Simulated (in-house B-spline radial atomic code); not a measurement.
# Se³¹⁺: Hartree-Fock with and without relativity

Aim: what relativity does to the energy, levels and radii of Se³¹⁺.

The numbers are computed with in-house B-spline radial atomic code version 1 (Hartree-Fock averaged over the configuration, non-relativistic (point nucleus) and Dirac-Coulomb (finite nucleus); spherical all-electron atom at the radial basis limit), except any that are marked as measured or tabulated.

## Step 1: Starting point

| Property | Result |
| --- | --- |
| element | selenium (Z = 34) |
| charge | +31 |
| electrons | 3 |
| configuration | [He] 2s1 |
| nucleus | point (non-relativistic run); Fermi, rms radius 4.140 fm (Dirac runs) |

Outer shells as boxes (Hund's rule):

[He] 2s1
```
[He] core
2s [↑ ]
```

The boxes draw the filling by Hund's rule, which heavy ions in jj coupling don't follow; these runs average over all states of the configuration.

## Step 2: Non-relativistic run

The run's settings:

```ini
Z = 34
electrons = 3.0
configuration = [He] 2s1
hamiltonian = nr
method = hf
spin_polarised = False
```

## Step 3: Dirac-Coulomb run

The run's settings:

```ini
Z = 34
electrons = 3.0
configuration = [He] 2s1
hamiltonian = dirac
method = hf
spin_polarised = False
nucleus = fermi
rms_radius = 4.14
mass_number = 80
atomic_mass = 79.916521761
speed_of_light = 137.035999084
```

Q: How much does each shell's level and mean radius change with the Dirac Hamiltonian, and the total energy?

The runs gave:

Levels and radii; the Dirac values are averaged over j with the occupations as weights.

| shell | ε non-rel. (eV) | ε Dirac (eV) | <r> non-rel. (bohr) | <r> Dirac (bohr) | change of <r> (%) |
| --- | --- | --- | --- | --- | --- |
| 1s | -14977.1 | -15208.5 | 0.04464 | 0.04372 | -2.05 |
| 2s | -3570.67 | -3638.87 | 0.1832 | 0.1792 | -2.17 |

What this shows: Relativity and the finite nucleus together change the total energy by -20.36 hartree (-1.6 %). First-order perturbation theory (mass-velocity plus Darwin) gives -19.18 hartree, which is 94 % of the full shift. The strongest contraction, averaged over j, is that of 2s (-2.17 %). Breit terms add 0.566 hartree and QED terms 0.733 hartree.
